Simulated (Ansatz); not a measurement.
# GeOP: the cost of one run

Program: Ansatz 0.2.0, Gaussian basis. Level of theory: cc-pVTZ, core rule «outside noble gas», up to 20 orbitals frozen. These are calculated values, not measurements.

To be run: UHF; CCSD(T) on RHF; CCSD(T) on UHF; BCCD(T) on RHF; CCSDT(Q) on RHF; CCSDT(Q) on UHF; CASSCF and NEVPT2, 14 electrons in 12 orbitals.

8 further runs of the same task are left out: 3 for a known fault of the program, 5 set aside as unsound or not needed.

**1. What is computed**

The geometry is a PBE0/def2-TZVP stationary point (not a proven minimum) of the parent state, kept for this charge and spin. No spin-orbit coupling is included. The filled d shell of Ge may be among the frozen orbitals whatever the setting's name suggests; the logs give the count.

3 atoms, charge 1, spin multiplicity 1.

Atoms are counted from 1 here; the program's logs count them from 0.

Bond lengths: Ge1–O2 1.780 Å, O2–P3 1.598 Å. Angles: Ge1–O2–P3 180.0°.

As a file:

```tsv
atom	x (Å)	y (Å)	z (Å)
Ge1	0.00000	0.00000	1.71920
O2	0.00000	0.00000	-0.06050
P3	0.00000	0.00000	-1.65870
```

**2. UHF**

Contents of in.yaml:

```yaml
crystal:
  periodic: [false, false, false]
  atoms:
    - {symbol: Ge, position_ang: [0.000000, 0.000000, 1.719200]}
    - {symbol: O, position_ang: [0.000000, 0.000000, -0.060500]}
    - {symbol: P, position_ang: [0.000000, 0.000000, -1.658700]}
basis:
  gaussian: {orbitals: cc-pVTZ}
total_charge: 1
magnetization: {spin_polarized: true, initial_magnetization: 0}
hamiltonian: {xc: hf}
output: {orbitals: {seedname: orbitals}}
```

Run with:

```console
ansatz run in.yaml --threads 1 --pin off --events-out ev --progress --plain --max-ram 4096MiB --backend cpu
```

Q: Estimate wall time and peak memory on 1 thread of AMD EPYC 7R13, shared host.

About 17 s, with a peak of 0.27 GiB.
